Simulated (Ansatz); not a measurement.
# Cl2F5HMo: a nudged elastic band in two tries

Wanted: a band of images between two relaxed ends, and a check that the input is sound.

Program: Ansatz 0.2.0. Level of theory: RKS PBE-D4/def2-SVP. These are calculated values, not measurements.

### 1 Starting point

Bond lengths: Mo1–Cl2 2.322 Å, Mo1–Cl3 2.275 Å, Mo1–F4 1.843 Å, Mo1–F5 1.857 Å, Mo1–F6 1.848 Å, Mo1–F7 1.851 Å, F8–H9 0.937 Å. Angles (14 of 15 angles, heavy atoms first): Cl2–Mo1–Cl3 92.6°, Cl2–Mo1–F4 90.6°, Cl2–Mo1–F5 89.0°, Cl2–Mo1–F6 90.2°, Cl2–Mo1–F7 176.8°, Cl3–Mo1–F4 92.3°, Cl3–Mo1–F5 178.2°, Cl3–Mo1–F6 91.4°, Cl3–Mo1–F7 90.6°, F4–Mo1–F5 88.5°, F4–Mo1–F6 176.2°, F4–Mo1–F7 89.4°, F5–Mo1–F6 87.8°, F5–Mo1–F7 87.9°.

Coordinates:

```xyz
9

Mo   -0.1136   -0.2152   -0.1301
Cl   -0.0004   -0.1057    2.1862
Cl    2.1500   -0.3045   -0.3388
F    -0.1263    1.6251   -0.2368
F    -1.9662   -0.1710   -0.0086
F    -0.2233   -2.0583   -0.0428
F    -0.3057   -0.3041   -1.9692
F     2.0539    2.2230    1.6697
H     1.4412    1.7792    2.2228
```

### 2 First attempt

The input, input.yaml:

```yaml
crystal:
  periodic: [false, false, false]
  atoms:
    - { symbol: Mo, position_ang: [-0.113593, -0.215195, -0.130132] }
    - { symbol: Cl, position_ang: [-0.000421, -0.105706, 2.186168] }
    - { symbol: Cl, position_ang: [2.149991, -0.304501, -0.338755] }
    - { symbol: F, position_ang: [-0.126262, 1.625129, -0.236776] }
    - { symbol: F, position_ang: [-1.966167, -0.170983, -0.00865] }
    - { symbol: F, position_ang: [-0.223321, -2.058326, -0.042827] }
    - { symbol: F, position_ang: [-0.305699, -0.304094, -1.969207] }
    - { symbol: F, position_ang: [2.053941, 2.222991, 1.669659] }
    - { symbol: H, position_ang: [1.441231, 1.779187, 2.222821] }
basis:
  gaussian: { orbitals: def2-SVP }
hamiltonian:
  xc: pbe
  dispersion: d4
neb:
  order_check: false
  images: 9
  f_tol: 0.05
  max_iterations: 8
  final_atoms:
    - { symbol: Mo, position_ang: [-0.113593, -0.215195, -0.130132] }
    - { symbol: Cl, position_ang: [-0.000421, -0.105706, 2.186168] }
    - { symbol: Cl, position_ang: [2.149991, -0.304501, -0.338755] }
    - { symbol: F, position_ang: [-0.126262, 1.625129, -0.236776] }
    - { symbol: F, position_ang: [-1.966167, -0.170983, -0.00865] }
    - { symbol: F, position_ang: [-0.223321, -2.058326, -0.042827] }
    - { symbol: F, position_ang: [-0.305699, -0.304094, -1.969207] }
    - { symbol: F, position_ang: [2.053941, 2.222991, 1.669659] }
    - { symbol: H, position_ang: [1.441231, 1.779187, 2.222821] }
  initial_path: idpp
```

Started as:

```sh
$ ansatz run input.yaml --threads 4 --pin off --max-ram 5120MiB --backend cpu --events-out ev --progress --plain --runs-dir out
```

What does the calculation give? Wanted: first try.

As calculated:

```
 quantity                                                 value
first try                                               refused
    cause  both ends are the same geometry, so there is no path
```

**Reading.** The fault in the first input was caught at the input check and cost nothing.
